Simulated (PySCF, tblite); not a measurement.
# FH₈OPSi₃, a small molecule taken as a stand-in for a surface group (Si site with back bonds O[SiH3], F, [PH][SiH3]): NMR shifts, core binding energies and electronic excitations, part 2 of 2

tblite 0.8.0 and PySCF 2.14.0. Atoms count from 0, parts from 1. Earlier steps stand in the parts before.

## 5. X-ray photoelectron lines: SCAN, X2C

Job settings and geometry (Å):

```
{"job": {"kind": "xps", "holes": 5}, "charge": 0, "multiplicity": 1}
Si    -1.030938     0.878363    -1.045948
O     -0.323124     1.677112     0.198614
Si     0.667149     1.581430     1.534208
F      0.043279     0.744723    -2.259307
P     -1.611316    -1.235397    -0.538972
Si     0.511066    -2.026922    -0.625197
H     -2.160852     1.698330    -1.540936
H      2.095708     1.606358     1.111330
H      0.371561     2.749072     2.409042
H      0.385803     0.315827     2.277489
H     -1.610790    -1.002148     0.871447
H      0.560093    -3.263284     0.209912
H      0.812479    -2.363514    -2.044366
H      1.534707    -1.061482    -0.117692
```

Method: delta-SCF UKS SCAN, pcX-2 on the ionised atom, pcseg-1 elsewhere, spin-free X2C.

Log:

```text
ground state, core basis on atom 0 (Si), 182 functions
  cycle   1  E = -1392.24971186  |g| = 8.51e-01
  cycle   2  E = -1391.85360198  |g| = 1.69e+00
  cycle   3  E = -1392.37600654  |g| = 1.49e-01
  cycle   4  E = -1392.38014258  |g| = 8.83e-02
  cycle   5  E = -1392.38187020  |g| = 2.07e-02
  cycle   6  E = -1392.38194308  |g| = 6.45e-03
  cycle   7  E = -1392.38195969  |g| = 1.37e-03
  cycle   8  E = -1392.38195853  |g| = 2.90e-04
  E(ground) = -1392.45533466 Eh
hole in Si 2p of atom 0
  cycle   1  E = -1388.05521821  |g| = 1.24e+00
  cycle   2  E = -1387.50377980  |g| = 1.43e+00
  cycle   3  E = -1388.26442088  |g| = 4.26e-01
  cycle   4  E = -1388.37639654  |g| = 1.33e-01
  cycle   5  E = -1388.38289453  |g| = 7.94e-02
  cycle   6  E = -1388.38519241  |g| = 2.55e-02
  cycle   7  E = -1388.38544779  |g| = 7.87e-03
  cycle   8  E = -1388.38546894  |g| = 3.49e-03
  cycle   9  E = -1388.38547430  |g| = 1.10e-03
  cycle  10  E = -1388.38547607  |g| = 3.00e-04
  E(ion) = -1388.47023697 Eh   <S^2> = 0.7523   hole on atom = 1.003   binding energy = 108.440 eV
  2p3/2 = 108.278 eV   2p1/2 = 108.906 eV
ground state, core basis on atom 1 (O), 171 functions
  cycle   1  E = -1392.30700450  |g| = 1.14e-01
  cycle   2  E = -1392.30410398  |g| = 1.45e-01
  cycle   3  E = -1392.30749395  |g| = 5.09e-02
  cycle   4  E = -1392.30793314  |g| = 5.49e-03
  cycle   5  E = -1392.30794056  |g| = 1.27e-03
  cycle   6  E = -1392.30794205  |g| = 3.39e-04
  E(ground) = -1392.41988091 Eh
hole in O 1s of atom 1
  cycle   1  E = -1371.68850942  |g| = 2.23e+00
  cycle   2  E = -1370.96947197  |g| = 2.30e+00
  cycle   3  E = -1372.40067942  |g| = 5.05e-01
  cycle   4  E = -1372.44880522  |g| = 3.30e-01
  cycle   5  E = -1372.52535720  |g| = 6.41e-02
  cycle   6  E = -1372.52712468  |g| = 2.29e-02
  cycle   7  E = -1372.52727851  |g| = 9.64e-03
  cycle   8  E = -1372.52732352  |g| = 1.60e-03
  cycle   9  E = -1372.52732582  |g| = 7.13e-04
  cycle  10  E = -1372.52732596  |g| = 2.09e-04
  E(ion) = -1372.63948242 Eh   <S^2> = 0.7623   hole on atom = 1.000   binding energy = 538.252 eV
ground state, core basis on atom 2 (Si), 182 functions
  cycle   1  E = -1392.36863851  |g| = 3.11e-01
  cycle   2  E = -1392.36222241  |g| = 2.22e-01
  cycle   3  E = -1392.36424605  |g| = 1.90e-01
  cycle   4  E = -1392.37114257  |g| = 1.85e-02
  cycle   5  E = -1392.37119961  |g| = 5.31e-03
  cycle   6  E = -1392.37120374  |g| = 1.10e-03
  cycle   7  E = -1392.37120590  |g| = 3.57e-04
  E(ground) = -1392.44473141 Eh
hole in Si 2p of atom 2
  cycle   1  E = -1388.06917710  |g| = 1.23e+00
  cycle   2  E = -1386.64195901  |g| = 1.50e+00
  cycle   3  E = -1388.03919087  |g| = 6.80e-01
  cycle   4  E = -1388.36092656  |g| = 2.00e-01
  cycle   5  E = -1388.37099831  |g| = 1.94e-01
  cycle   6  E = -1388.38540722  |g| = 4.05e-02
  cycle   7  E = -1388.38638765  |g| = 1.36e-02
  cycle   8  E = -1388.38648052  |g| = 6.93e-03
  cycle   9  E = -1388.38649809  |g| = 1.64e-03
  cycle  10  E = -1388.38649944  |g| = 4.35e-04
  E(ion) = -1388.47088487 Eh   <S^2> = 0.7514   hole on atom = 1.003   binding energy = 108.134 eV
  2p3/2 = 107.880 eV   2p1/2 = 108.506 eV
ground state, core basis on atom 3 (F), 171 functions
  cycle   1  E = -1392.31550688  |g| = 1.26e-01
  cycle   2  E = -1392.31471556  |g| = 9.84e-02
  cycle   3  E = -1392.31543324  |g| = 6.86e-02
  cycle   4  E = -1392.31605057  |g| = 7.08e-03
  cycle   5  E = -1392.31606664  |g| = 2.72e-03
  cycle   6  E = -1392.31606760  |g| = 4.40e-04
  E(ground) = -1392.43472712 Eh
hole in F 1s of atom 3
  cycle   1  E = -1365.96734234  |g| = 2.58e+00
  cycle   2  E = -1365.84845120  |g| = 2.15e+00
  cycle   3  E = -1366.80471809  |g| = 3.70e-01
  cycle   4  E = -1366.82092911  |g| = 2.82e-01
  cycle   5  E = -1366.86868990  |g| = 5.26e-02
  cycle   6  E = -1366.86898279  |g| = 3.74e-02
  cycle   7  E = -1366.86975920  |g| = 4.23e-03
  cycle   8  E = -1366.86977006  |g| = 1.69e-03
  cycle   9  E = -1366.86977014  |g| = 4.53e-04
  E(ion) = -1366.99478817 Eh   <S^2> = 0.7566   hole on atom = 1.000   binding energy = 692.256 eV
ground state, core basis on atom 4 (P), 182 functions
  cycle   1  E = -1392.38122866  |g| = 3.55e-01
  cycle   2  E = -1392.37742483  |g| = 1.87e-01
  cycle   3  E = -1392.37639428  |g| = 2.05e-01
  cycle   4  E = -1392.38314471  |g| = 1.79e-02
  cycle   5  E = -1392.38322868  |g| = 3.52e-03
  cycle   6  E = -1392.38322713  |g| = 1.83e-03
  cycle   7  E = -1392.38323177  |g| = 1.77e-04
  E(ground) = -1392.46936209 Eh
hole in P 2p of atom 4
  cycle   1  E = -1386.95827625  |g| = 1.39e+00
  cycle   2  E = -1385.48600869  |g| = 1.78e+00
  cycle   3  E = -1387.14565424  |g| = 5.55e-01
  cycle   4  E = -1387.33170917  |g| = 2.81e-01
  cycle   5  E = -1387.35365697  |g| = 1.47e-01
  cycle   6  E = -1387.36305681  |g| = 3.27e-02
  cycle   7  E = -1387.36342079  |g| = 2.14e-02
  cycle   8  E = -1387.36356480  |g| = 5.52e-03
  cycle   9  E = -1387.36357670  |g| = 2.08e-03
  cycle  10  E = -1387.36357919  |g| = 4.63e-04
  E(ion) = -1387.46019053 Eh   <S^2> = 0.7534   hole on atom = 1.002   binding energy = 136.307 eV
  2p3/2 = 136.062 eV   2p1/2 = 136.951 eV
```

Run time: 50 s. Hardware: 1 thread of Arm Neoverse V1, shared host; peak memory 0.69 GiB.

Binding energies by hole, beside the orbital energy of the ground state; the difference holds orbital relaxation and, for a density functional, its self-interaction error:

```csv
hole,stands for,environment,ΔSCF (eV; 2p as the shell's mean),−ε (eV),⟨S²⟩
Si2p on Si0,Si0,"silicon bonded to F, O, P, H",108.49,97.9,0.752
O1s on O1,O1,oxygen bonded to 2 Si,538.25,517.1,0.762
Si2p on Si2,Si2,"silicon bonded to O, 3 H",108.09,97.1,0.751
F1s on F3,F3,fluorine bonded to Si,692.26,666.6,0.757
P2p on P4,P4,"phosphorus bonded to 2 Si, H",136.36,125.8,0.753
```

With the spin-orbit splitting: Si0 2p3/2 108.28, 2p1/2 108.91 eV; Si2 2p3/2 107.88, 2p1/2 108.51 eV; P4 2p3/2 136.06, 2p1/2 136.95 eV. The table gives each 2p level as the mean over the whole 2p shell (two parts 2p3/2, one part 2p1/2), which differs a little from the single hole in the log.

## 6. Excited states and response: CAM-B3LYP/def2-SVPD

The job, as its differences from that of step 5:

```diff
@@ -1,2 +1,2 @@
-{"job": {"kind": "xps", "holes": 5}, "charge": 0, "multiplicity": 1}
+{"job": {"kind": "uv", "xc": "CAM-B3LYP", "basis": "def2-SVPD", "nstates": 6, "ntriplets": 2, "ip": true}, "charge": 0, "multiplicity": 1}
 Si    -1.030938     0.878363    -1.045948
```

Level: TDDFT CAM-B3LYP/def2-SVPD, vertical, gas phase, core orbitals frozen in the response.

Log:

```text
coarse grid: 13632 points
cycle   1  E = -1389.0174370152  dE =  1.555e-01  |g| = 8.438e-01  |ddm| = 4.634e+00
cycle   2  E = -1388.9130704368  dE =  1.044e-01  |g| = 1.170e+00  |ddm| = 2.014e+00
cycle   3  E = -1389.1540292526  dE = -2.410e-01  |g| = 6.910e-02  |ddm| = 9.521e-01
cycle   4  E = -1389.1550035458  dE = -9.743e-04  |g| = 4.159e-02  |ddm| = 1.820e-01
cycle   5  E = -1389.1553588267  dE = -3.553e-04  |g| = 1.187e-02  |ddm| = 6.038e-02
cycle   6  E = -1389.1553849052  dE = -2.608e-05  |g| = 2.431e-03  |ddm| = 2.013e-02
cycle   7  E = -1389.1553868243  dE = -1.919e-06  |g| = 4.436e-04  |ddm| = 6.189e-03
final grid: 113496 points
cycle   8  E = -1389.3306956476  dE = -7.930e-06  |g| = 1.262e-03  |ddm| = 4.285e-02
cycle   9  E = -1389.3306956164  dE =  3.126e-08  |g| = 1.492e-03  |ddm| = 5.232e-03
cycle  10  E = -1389.3306959939  dE = -3.775e-07  |g| = 1.220e-04  |ddm| = 1.304e-03
cycle  11  E = -1389.3306959977  dE = -3.749e-09  |g| = 6.219e-05  |ddm| = 4.554e-04
cycle  12  E = -1389.3306959986  dE = -9.970e-10  |g| = 1.967e-05  |ddm| = 1.332e-04
converged SCF energy = -1389.3306959986

Static polarisability (au): isotropic 108.485, principal 96.061 109.670 119.724

Singlet excitations
state   eV       nm        f      main configurations
  1   6.0118    206.2   0.01154   H->L 0.81
  2   6.6199    187.3   0.04786   H->L+2 0.66, H->L+1 0.11
  3   6.8188    181.8   0.03253   H->L+1 0.44, H->L+3 0.26, H-1->L 0.08
  4   7.0547    175.7   0.00617   H->L+4 0.27, H->L+1 0.24, H->L+3 0.19
  5   7.1745    172.8   0.10144   H-1->L 0.55
  6   7.3751    168.1   0.04520   H->L+5 0.35, H-1->L+2 0.27, H->L+3 0.10

Triplet excitations (Tamm-Dancoff, eV): 5.4404 5.7414
Vertical ionisation energy (delta-SCF) = 9.6129 eV
```

Run time: 2 min. Hardware: 1 thread of Arm Neoverse V1, shared host; peak memory 1.1 GiB.

The orbitals next to the gap, with their largest atomic shares:

```csv
orbital,eV,atoms
HOMO−3,-10.98,"Si2 21 %, H9 18 %, P4 13 %"
HOMO−2,-10.72,"O1 31 %, Si2 26 %, H7 22 %"
HOMO−1,-9.83,"P4 35 %, Si0 16 %, Si5 16 %"
HOMO,-8.91,"P4 61 %, Si5 10 %, Si0 8 %"
LUMO,0.53,"P4 24 %, Si5 21 %, Si0 15 %"
LUMO+1,0.73,"Si2 26 %, Si0 11 %, O1 11 %"
LUMO+2,0.90,"P4 26 %, Si5 17 %, Si0 12 %"
```

With each of the 6 states as a Gaussian band of 0.4 eV half-width at 1/e, the curve within the window shown has maxima at 174 nm (ε 6,700) L/(mol cm). Beyond the last state computed it falls off for lack of states. The curve at chosen wavelengths:

(nm, ε (L/mol/cm)): (162, 1938), (165, 3504), (167, 4616), (170, 5977), (173, 6621), (175, 6623), (178, 6175), (181, 5468), (183, 4960), (186, 4192), (189, 3421), (191, 2916), (194, 2213), (197, 1631), (200, 1202), (202, 995), (205, 775), (208, 622), (210, 538), (213, 427), (216, 325), (218, 264), (221, 185), (224, 122), (226, 90), (229, 55)

Ground-state properties from the same run:

```csv
property,computed
dipole moment (D),1.64
polarisability (Å³),16.08
HOMO–LUMO gap (eV),9.44
−ε(HOMO) (eV),8.91
```

## 7. Outcome

What follows sums up all 2 parts.

| quantity | value |
| --- | --- |
| point group | C1 |
| rotational constants (main isotopes) | 1.74, 1.02, 0.86 GHz |
| ¹H shifts against TMS (PBE0/pcSseg-1) | 5.50, 5.09, 4.94, 4.93, 4.39, 4.16, 4.15, 1.20 ppm |
| ²⁹Si shifts against TMS (PBE0/pcSseg-1) | -3.3, -38.8, -77.4 ppm |
| ¹⁷O shifts against H2O (PBE0/pcSseg-1) | 64.7 ppm |
| ¹⁹F shifts against CFCl3 (PBE0/pcSseg-1) | -138.7 ppm |
| ³¹P shifts against H3PO4 (PBE0/pcSseg-1) | -311.6 ppm |
| Si2p binding energies, SCAN/pcX-2 (standing for 2 of 3 atoms) | Si0 108.49, Si2 108.09 eV |
| O1s binding energies, SCAN/pcX-2 | O1 538.25 eV |
| F1s binding energies, SCAN/pcX-2 | F3 692.26 eV |
| P2p binding energies, SCAN/pcX-2 | P4 136.36 eV |
| lowest singlet (CAM-B3LYP/def2-SVPD) | 6.01 eV (206 nm), f = 0.012 |
| brightest single state of those computed | state 5, 7.17 eV, f = 0.101 |
| lowest triplet | 5.44 eV |
| vertical ionisation energy (ΔSCF) | 9.61 eV |

The start of the PBE0/def2-SVP relaxation was shaken at random by about 0.01 Å, so part of the energy gained, and of the first lengths quoted, undoes that. Over 10 steps the energy fell by 0.231 eV; of the close pairs, O1–Si2 changed most, 1.611 to 1.665 Å (PBE0/def2-SVP). Hydrogens of an XH3 group are listed apart at this fixed geometry; free rotation makes them one line at their mean. At PBE0/pcSseg-1: The largest span, 155 ppm, is at P4, where the paramagnetic term is -349 ppm. At SCAN/pcX-2: Si0 (silicon bonded to F, O, P, H) binds its Si2p electron 0.40 eV more tightly than Si2 (silicon bonded to O, 3 H). Only 2 of the 3 Si atoms are covered by sound results. The first singlet state (HOMO→LUMO 0.81) lies at 6.01 eV and is weak; of the 6 states computed, the strongest absorption comes from state 5 at 7.17 eV (the last state computed absorbs too, and its partners may lie past the list). The lowest triplet lies 0.57 eV below the lowest singlet (triplets in Tamm-Dancoff, singlets in full TDDFT). The orbital energy would give 8.91 eV for ionisation, ΔSCF gives 9.61 eV. A capped cluster stands for the solid here, so long-range fields and strain are missing, and bands or shifts of the capping hydrogens have no counterpart in it.
